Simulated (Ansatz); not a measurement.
# CH₆FN₃Si: up Jacob's ladder to CCSD(T)

One table from this session's results is given with a row withheld; the runs are named, their logs left out.

Method: functionals in def2-TZVPP, the program's frozen cores in correlated methods; program: Ansatz 0.2.0, Gaussian basis.

Levels to be run: PBE-D4, r2SCAN-D4, PBE0-D4, B3LYP-D4, ωB97X-V, ωB97M-V, B2PLYP; CCSD(T)/def2-TZVPP; MP2/def2-QZVPP; extrapolation to the limit.

### The relaxed structure

An earlier PBE0-D4 in a triple-zeta def2 set relaxation fixed the geometry.

SMILES `NC1(F)N[SiH2]N1`, 12 atoms, charge 0, spin multiplicity 1.

Atoms are counted from 1 here; the program's logs count them from 0.

Bond lengths: N1–C2 1.423 Å, N1–H7 1.011 Å, N1–H8 1.013 Å, C2–F3 1.410 Å, C2–N4 1.441 Å, C2–N6 1.442 Å, N4–Si5 1.734 Å, N4–H9 1.006 Å, Si5–N6 1.734 Å, Si5–H10 1.486 Å, Si5–H11 1.486 Å, N6–H12 1.006 Å. Angles: C2–N1–H7 109.8°, C2–N1–H8 110.2°, H7–N1–H8 108.7°, N1–C2–F3 108.5°, N1–C2–N4 114.6°, N1–C2–N6 114.4°, F3–C2–N4 109.7°, F3–C2–N6 109.4°, N4–C2–N6 100.0°, C2–N4–Si5 90.5°, C2–N4–H9 116.5°, Si5–N4–H9 129.3°, N4–Si5–N6 79.1°, N4–Si5–H10 117.3°, N4–Si5–H11 116.8°, N6–Si5–H10 117.5°, N6–Si5–H11 116.3°, H10–Si5–H11 107.9° and more.

The first run:

Input file in.yaml:

```yaml
crystal:
  periodic: [false, false, false]
  atoms:
    - {symbol: N, position_ang: [-0.271794, -1.704062, 0.433852]}
    - {symbol: C, position_ang: [0.019942, -0.315828, 0.544262]}
    - {symbol: F, position_ang: [0.351534, -0.032476, 1.885427]}
    - {symbol: N, position_ang: [-1.042920, 0.556196, 0.112666]}
    - {symbol: Si, position_ang: [0.022872, 1.316043, -1.024315]}
    - {symbol: N, position_ang: [1.082578, 0.139024, -0.317871]}
    - {symbol: H, position_ang: [0.589094, -2.229984, 0.365612]}
    - {symbol: H, position_ang: [-0.781456, -2.020933, 1.250019]}
    - {symbol: H, position_ang: [-1.939521, 0.127046, -0.043186]}
    - {symbol: H, position_ang: [0.345053, 2.749978, -0.802221]}
    - {symbol: H, position_ang: [-0.295322, 1.136199, -2.464525]}
    - {symbol: H, position_ang: [1.996739, 0.223698, 0.094180]}
basis:
  gaussian: {orbitals: def2-TZVPP}
hamiltonian: {xc: pbe, dispersion: d4}
output: {forces: true, orbitals: {seedname: orbitals}}
```

On the command line:

```
$ ansatz run in.yaml --threads 4 --pin off --events-out ev --progress --plain --max-ram 10444MiB
```

Among the steps run: PBE-D4 (GGA); r2SCAN-D4 (meta-GGA); PBE0-D4 (hybrid); B3LYP-D4 (hybrid); ωB97X-V (range-separated); ωB97M-V (range-separated); B2PLYP (double hybrid); CCSD(T) in def2-TZVPP; MP2 in def2-QZVPP.

One of the session's tables, all rows but one given; the rest of the session is left out.

| method | atomisation energy (eV) |
| --- | --- |
| PBE-D4 | 46.741 |
| r2SCAN-D4 | 45.164 |
| PBE0-D4 | 45.453 |
| B3LYP-D4 | 45.444 |
| ωB97X-V | 45.797 |
| ωB97M-V | 45.704 |
| B2PLYP | 44.793 |
| HF/def2-TZVPP | 29.708 |
| MP2/def2-TZVPP | 44.663 |
| CCSD/def2-TZVPP | 42.804 |
| CCSD(T)/def2-TZVPP | 43.672 |
| MP2/CBS | 46.286 |
| CCSD(T)/CBS | ? |

**Question.** Estimate the row for CCSD(T)/CBS.

**Answer.** atomisation energy (eV): 45.295. In the column «atomisation energy (eV)» it lies between r2SCAN-D4 (45.164) and B3LYP-D4 (45.444).
